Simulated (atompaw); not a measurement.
# A PAW (atompaw) potential for gadolinium, from input to tests

Aim: build the potential from the settings below, then test how well it stands in for the atom: scattering, ghost states and the plane-wave cutoff that it needs.

Program: atompaw 4.2.0.5. Reference atom: PBE, scalar-relativistic, spherical and spin-unpolarised. All values are calculated.

### Step 1. Settings

The settings as typed:

* element: gadolinium (Gd, Z = 64)
* type: PAW
* frozen core: [Xe]
* valence charge: 10
* reference configuration: 4f7 5d1 6s2 6p0
* partial waves: 6s (bound): rc 3.00 bohr; 6s channel at 0.95 Ry: rc 3.00 bohr; 6p (bound, empty): rc 3.00 bohr; 6p channel at 0.7 Ry: rc 3.00 bohr; 5d (bound): rc 3.00 bohr; 5d channel at 0.1 Ry: rc 3.00 bohr; 4f (bound): rc 1.35 bohr; 4f channel at 0.45 Ry: rc 1.35 bohr
* local potential: troulliermartins scheme with l = 4 at 0 Ry, radius 2.55 bohr
* core correction: smooth core density matched at 1.60 bohr
* augmentation charge: besselshape compensation charge, radius 2.70 bohr; PAW radius 3.00 bohr; waves and projectors: custom rrkj gramschmidtortho

The nodes and maxima of the atom's own shells, from an earlier all-electron run, set the scale for the radii.

All-electron outer shells of the reference configuration (PBE, scalar-relativistic, ld1.x):

```json
{"shell": "5s", "level (eV)": "-49.74", "outermost node (bohr)": "0.65", "outermost maximum (bohr)": "1.20"}
{"shell": "5p", "level (eV)": "-27.26", "outermost node (bohr)": "0.70", "outermost maximum (bohr)": "1.35"}
{"shell": "4f", "level (eV)": "-8.70", "outermost node (bohr)": "–", "outermost maximum (bohr)": "0.56"}
{"shell": "6s", "level (eV)": "-4.13", "outermost node (bohr)": "1.60", "outermost maximum (bohr)": "3.37"}
{"shell": "5d", "level (eV)": "-2.53", "outermost node (bohr)": "0.79", "outermost maximum (bohr)": "1.95"}
{"shell": "6p", "level (eV)": "-1.33", "outermost node (bohr)": "1.93", "outermost maximum (bohr)": "4.55"}
```

### Step 2. The generation run

Gd.input

```
Gd 64
GGA-PBE scalarrelativistic loggrid 2001 logderivrange -3 5 201
6 6 5 4 0 0
6 1 0
5 2 1
4 3 7
0 0 0
c
c
c
c
c
v
c
c
c
c
v
c
c
v
v
3
3.00 2.70 2.55 1.60
y
0.95
n
y
0.7
n
y
0.1
n
y
0.45
n
custom rrkj gramschmidtortho besselshape
4 0 troulliermartins
3.00
3.00
3.00
3.00
3.00
3.00
1.35
1.35
PWSCFOUT
UPFDX 0.0125d0 UPFXMIN -7.d0 UPFZMESH 64.d0
END
```

The run is started by

```
atompaw < Gd.input > Gd.log
```

Before running it: what results should come out? Wanted: cutoffs for 10 and 1 mRy, occupied levels; bound ghosts; largest phase difference near zero energy, channels read; lowest eigenvalue of the overlap; share of valence orbitals outside the PAW sphere; UPF file.

As calculated:

```
                                                quantity                              value
               cutoffs for 10 and 1 mRy, occupied levels                  100 Ry and 160 Ry
                                            bound ghosts     s at -41.47 eV, p at -26.46 eV
largest phase difference near zero energy, channels read                          0.001 rad
         lowest eigenvalue of the overlap (Bessel basis)                          0.573 (s)
        share of valence orbitals outside the PAW sphere  6s 75 %, 6p 93 %, 5d 37 %, 4f 0 %
                                                UPF file                            written
```

It has a bound ghost (s, p), a state that the atom doesn't have, and that rules the file out. Close by lies the frozen 5p level (-27.3 eV). It counts as hard, with 100 Ry needed at the looser tolerance. The slowest occupied level is 4f: taken alone it needs 100 Ry to come within 1 mRy, against 10 Ry for 5d. Near zero energy the phases of the channels with partial waves agree within 0.001 rad.
